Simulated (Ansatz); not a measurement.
# C3H6OSe: the cost of one run

Program: Ansatz 0.2.0. Level of theory: RKS B3LYP-D4/def2-SVP. These are calculated values, not measurements.

1 further run of the same task is left out (it didn't finish).

## 1. Starting point

Bond lengths: C1–O2 1.356 Å, O2–C3 1.379 Å, C3–C4 1.403 Å, C4–Se5 1.939 Å, C1–H6 1.114 Å, C1–H7 1.138 Å, C1–H8 1.150 Å, C3–H9 1.083 Å, C4–H10 1.007 Å, Se5–H11 1.506 Å. Angles: C1–O2–C3 121.1°, O2–C1–H6 113.6°, O2–C1–H7 112.5°, O2–C1–H8 110.8°, H6–C1–H7 107.4°, H6–C1–H8 107.1°, H7–C1–H8 105.0°, O2–C3–C4 122.3°, O2–C3–H9 121.1°, C4–C3–H9 116.2°, C3–C4–Se5 117.5°, C3–C4–H10 121.1°, Se5–C4–H10 121.2°, C4–Se5–H11 92.3°.

Coordinates:

```xyz
11

C    -1.5580    0.8459    0.6377
O    -0.5478   -0.0347    0.4312
C     0.5801    0.3266   -0.2743
C     1.6718   -0.5401   -0.4376
Se    1.4878   -2.3490    0.2351
H    -2.4189    0.4131    1.1966
H    -1.2182    1.7735    1.2022
H    -1.9673    1.2387   -0.3630
H     0.7204    1.3425   -0.6223
H     2.4900   -0.2552   -0.9512
H     0.8254   -2.8184   -1.0338
```

## 2. End point A

File input.yaml:

```yaml
crystal:
  periodic: [false, false, false]
  atoms:
    - { symbol: C, position_ang: [-1.558, 0.8459, 0.6377] }
    - { symbol: O, position_ang: [-0.5478, -0.0347, 0.4312] }
    - { symbol: C, position_ang: [0.5801, 0.3266, -0.2743] }
    - { symbol: C, position_ang: [1.6718, -0.5401, -0.4376] }
    - { symbol: Se, position_ang: [1.4878, -2.349, 0.2351] }
    - { symbol: H, position_ang: [-2.4189, 0.4131, 1.1966] }
    - { symbol: H, position_ang: [-1.2182, 1.7735, 1.2022] }
    - { symbol: H, position_ang: [-1.9673, 1.2387, -0.363] }
    - { symbol: H, position_ang: [0.7204, 1.3425, -0.6223] }
    - { symbol: H, position_ang: [2.49, -0.2552, -0.9512] }
    - { symbol: H, position_ang: [0.8254, -2.8184, -1.0338] }
basis:
  gaussian: { orbitals: def2-SVP }
hamiltonian:
  xc: b3lyp
  dispersion: d4
relax:
  f_tol: 0.02
  max_steps: 50
```

Started as:

```sh
$ ansatz run input.yaml --threads 2 --pin off --max-ram 3072MiB --backend cpu --events-out ev --progress --plain --runs-dir out
```

Q: Estimate wall time and peak memory on 2 threads of Arm Neoverse V1, shared host.

About 1.8 min, with a peak of 0.29 GiB.
